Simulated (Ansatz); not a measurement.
# BiAs: the cost of one run

Program: Ansatz 0.2.0. Level of theory: DFT PBE, scalar-relativistic, plane waves, PAW. These are calculated values, not measurements.

### Step 1. Starting point

The structure is orthorhombic, space group Cmcm (No. 63). Conventional cell: a = 4.930 Å, b = 11.595 Å, c = 4.200 Å, α = 90.00°, β = 90.00°, γ = 90.00°. Around Bi (site symmetry m2m) lie 7 As at 3.34 to 3.47 Å. As (site symmetry m2m) is surrounded by 2 As at 2.65 Å and 7 Bi at 3.34 to 3.47 Å.

As a file:

```cif
data_structure
_symmetry_space_group_name_H-M 'Cmcm'
_symmetry_Int_Tables_number 63
_cell_length_a 4.9304
_cell_length_b 11.5955
_cell_length_c 4.1999
_cell_angle_alpha 90.000
_cell_angle_beta 90.000
_cell_angle_gamma 90.000
_cell_volume 240.11
loop_
_atom_site_label
_atom_site_type_symbol
_atom_site_symmetry_multiplicity
_atom_site_Wyckoff_symbol
_atom_site_fract_x
_atom_site_fract_y
_atom_site_fract_z
_atom_site_occupancy
Bi1 Bi 4 c 0.00000 0.36000 0.75000 1
As1 As 4 c 0.00000 0.07000 0.75000 1
```

This is candidate A: CaSi type (Cmcm, No. 63).

(A quick probe on a coarse mesh, which set the mesh and smearing, is not shown.)

### Step 3. A loose first relaxation (candidate A)

Input file input.yaml:

```yaml
crystal:
  lattice:
    - [2.465180202, -5.7977386232, 0.0]
    - [2.465180202, 5.7977386232, 0.0]
    - [0.0, 0.0, 4.1999366404]
  atoms:
    - { symbol: Bi, position: [0.64, 0.36, 0.25] }
    - { symbol: Bi, position: [0.36, 0.64, 0.75] }
    - { symbol: As, position: [0.93, 0.07, 0.25] }
    - { symbol: As, position: [0.07, 0.93, 0.75] }
basis:
  ecutwfc: 420
kpoints:
  mp_grid: { grid: [4, 4, 4] }
hamiltonian:
  xc: pbe
scf:
  occupations: { method: gaussian, width: 0.1 }
  lower_state_search: "off"
output:
  forces: true
  stress: true
  eigenvalues: true
relax:
  adjacent_minimum: "off"
  f_tol: 0.04
  max_steps: 70
  cell: { stress_tol: 0.4 }
```

On the command line:

```sh
> ansatz run input.yaml --threads 1 --pin off --max-ram 2560MiB --backend cpu --events-out ev --progress --plain --runs-dir out
```

What time and memory should one allow on 1 thread of Arm Neoverse V1, shared host?

About 54 s, with a peak of 0.42 GiB.
